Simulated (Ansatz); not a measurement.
# Be3ZnSe: the cost of one run

Program: Ansatz 0.2.0. Level of theory: DFT PBE, scalar-relativistic, plane waves, PAW, unless a step names another level. These are calculated values, not measurements.

### 1 Starting point

The structure is trigonal, space group P3m1 (No. 156). The conventional cell has a = 3.662 Å, b = 3.662 Å, c = 11.972 Å, α = 90.00°, β = 90.00°, γ = 120.00°. Be (site symmetry 3m) has 4 Se at 2.22 to 2.34 Å as nearest neighbours. Around Be (site symmetry 3m) lie 3 Zn at 2.26 Å and 1 Se at 2.36 Å and 4 Be at 2.45 to 2.57 Å. Around Be (site symmetry 3m) lie 7 Be at 2.19 to 2.45 Å. Be (site symmetry 3m) is surrounded by 1 Zn at 2.27 Å and 3 Se at 2.30 Å and 3 Be at 2.57 Å. Around Be (site symmetry 3m) lie 6 Be at 2.19 to 2.40 Å and 4 Zn at 2.20 to 2.39 Å. Be (site symmetry 3m) is surrounded by 6 Be at 2.19 to 2.40 Å and 4 Zn at 2.25 to 2.36 Å. Zn (site symmetry 3m) has 8 Be at 2.20 to 2.36 Å as nearest neighbours. Zn (site symmetry 3m) is surrounded by 4 Be at 2.25 to 2.39 Å and 1 Se at 2.49 Å. Only part of the 10 independent sites is listed.

Structure file:

```
CELL_PARAMETERS angstrom
3.66218 0.00000 0.00000
-1.83109 3.17154 0.00000
0.00000 0.00000 11.97194
ATOMIC_POSITIONS crystal
Be 0.33333 0.66667 0.08834
Be 0.33333 0.66667 0.48077
Be 0.33333 0.66667 0.68508
Be 0.66667 0.33333 0.35869
Be 0.66667 0.33333 0.73193
Be 0.00000 0.00000 0.63695
Zn 0.66667 0.33333 0.54858
Zn 0.00000 0.00000 0.82503
Se 0.33333 0.66667 0.28390
Se 0.00000 0.00000 0.03274
```

It came out lowest among 29 distinct ends of the trial cells. At a tolerance of 0.05 Å it has space group P3m1 (No. 156).

### 2 Kick test: the unmoved cell on a coarse mesh

Input file input.yaml:

```yaml
crystal:
  lattice:
    - [3.6621791352, 0.0, 0.0]
    - [-1.8310895676, 3.1715401643, 0.0]
    - [0.0, 0.0, 11.9719361102]
  atoms:
    - { symbol: Be, position: [0.3333333333, 0.6666666667, 0.0883398926] }
    - { symbol: Be, position: [0.3333333333, 0.6666666667, 0.4807652205] }
    - { symbol: Be, position: [0.3333333333, 0.6666666667, 0.6850792283] }
    - { symbol: Be, position: [0.6666666667, 0.3333333333, 0.3586911213] }
    - { symbol: Be, position: [0.6666666667, 0.3333333333, 0.7319335382] }
    - { symbol: Be, position: [1.0, 0.0, 0.636948473] }
    - { symbol: Zn, position: [0.6666666667, 0.3333333333, 0.5485757814] }
    - { symbol: Zn, position: [1.0, 0.0, 0.8250265957] }
    - { symbol: Se, position: [0.3333333333, 0.6666666667, 0.2839020087] }
    - { symbol: Se, position: [1.0, 0.0, 0.0327381402] }
basis:
  ecutwfc: 420
kpoints:
  mp_grid: { grid: [6, 6, 2] }
hamiltonian:
  xc: pbe
scf:
  occupations: { method: gaussian, width: 0.2 }
  lower_state_search: "off"
output:
  forces: true
  stress: true
  eigenvalues: true
```

Command:

```
$ ansatz run input.yaml --threads 1 --pin off --max-ram 2560MiB --backend cpu --events-out ev --progress --plain --runs-dir out
```

What time and memory should one allow on 1 thread of AMD EPYC 7R43 (Zen 3), shared host?

About 14 s, with a peak of 0.42 GiB.
